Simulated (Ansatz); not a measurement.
The system is CaNi2.

```
Ni Ca
1.0
     0.00000    3.56266    3.56266
     3.56266    0.00000    3.56266
     3.56266    3.56266    0.00000
Ni Ca
4 2
Direct
  0.12500 0.12500 0.62500
  0.12500 0.62500 0.12500
  0.62500 0.12500 0.12500
  0.12500 0.12500 0.12500
  0.75000 0.75000 0.75000
  0.50000 0.50000 0.50000
```

The cell is a database's computed one.

```yaml
Program: Ansatz 0.2.0
Task: relaxation of cell and atoms
Functional: RPBE
Potentials_or_basis: Ansatz PAW
Cutoff: "420 eV (not typed: the program's choice for these potentials)"
k_mesh: 7 × 7 × 7
Occupations: fermi-dirac, width 0.05 eV
Spin: collinear spin, ferromagnetic start
Starting_moments: "[1.0, 1.0, 1.0, 1.0, 0.0, 0.0] μB"
```

At the start: volume 15.07 Å³/atom.

**Question.** How do energy, volume and symmetry change on relaxing?

**Answer.** It ends after 5 steps and the volume is 16.17 Å³/atom (+7.3 %); space group Fd-3m (No. 227, to 0.05 Å); moment 0.00 μB per cell.

The path:
```
step  energy change (eV)  largest force (eV/Å)  volume (Å³)
   1              0.0000                0.0000        90.44
   2             -0.1239                0.0000        95.72
   3             -0.1284                0.0000        96.91
   4             -0.1284                0.0000        97.05
   5             -0.1295                0.0000        97.05
```

Final structure:
```xyz
6
Lattice="0.0000 3.6474 3.6474 3.6474 0.0000 3.6474 3.6474 3.6474 0.0000" Properties=species:S:1:pos:R:3 pbc="T T T"
Ni    2.7356    2.7356    0.9119
Ni    2.7356    0.9119    2.7356
Ni    0.9119    2.7356    2.7356
Ni    0.9119    0.9119    0.9119
Ca    5.4711    5.4711    5.4711
Ca    3.6474    3.6474    3.6474
```

Caveat: the plane-wave basis is chosen anew once the cell has moved, so the energies of steps on either side of that aren't comparable; the PAW data sets come from PBE, with cores solved anew for the run's functional, which leaves a small shift of forces and pressure; the starting moments weren't kept.
